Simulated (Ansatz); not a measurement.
Crystal: Ge2Sb2Te5.

```
CELL_PARAMETERS angstrom
6.83914 -3.06601 0.00000
6.83914 3.06601 0.00000
-6.83098 0.00000 6.84761
ATOMIC_POSITIONS crystal
Te 0.59470 0.59470 0.38643
Te 0.79529 0.79529 0.19611
Te 0.00832 0.00832 0.00643
Te 0.20652 0.20652 0.80980
Te 0.39996 0.39996 0.59712
Sb 0.90171 0.90171 0.58787
Sb 0.11187 0.11187 0.41735
Ge 0.28429 0.28429 0.18783
Ge 0.49734 0.49734 0.01104
```

The cell comes from a database or a generator and needn't be the stable form of this composition.

Base run:

```yaml
Program: Ansatz 0.2.0
Functional: PBE
Potentials_or_basis: Ansatz PAW
Cutoff: "420 eV (not typed: the program's choice for these potentials)"
k_mesh: 4 × 4 × 3
Occupations: fermi-dirac, width 0.05 eV
Spin: no spin polarisation
```

Its results: band gap on the k mesh 0.06 eV, direct; pressure -0.1 GPa; largest force 0.158 eV/Å.

Q: The run is repeated on the same cell with these changes: k mesh from 4 × 4 × 3 to 5 × 5 × 4. What comes out?

A: Band gap on the k mesh 0.26 eV, indirect (least direct gap 0.33 eV); pressure -0.1 GPa; largest force 0.196 eV/Å.

Caveats: spin-orbit coupling is left out, which moves the levels of the heavy elements; odd divisions of the mesh miss points on the zone boundary, where band edges often lie, so the gap on the mesh can be too wide (some runs); the k mesh misses the band edges, so the gap on the mesh is wider than the one along the path (some runs).
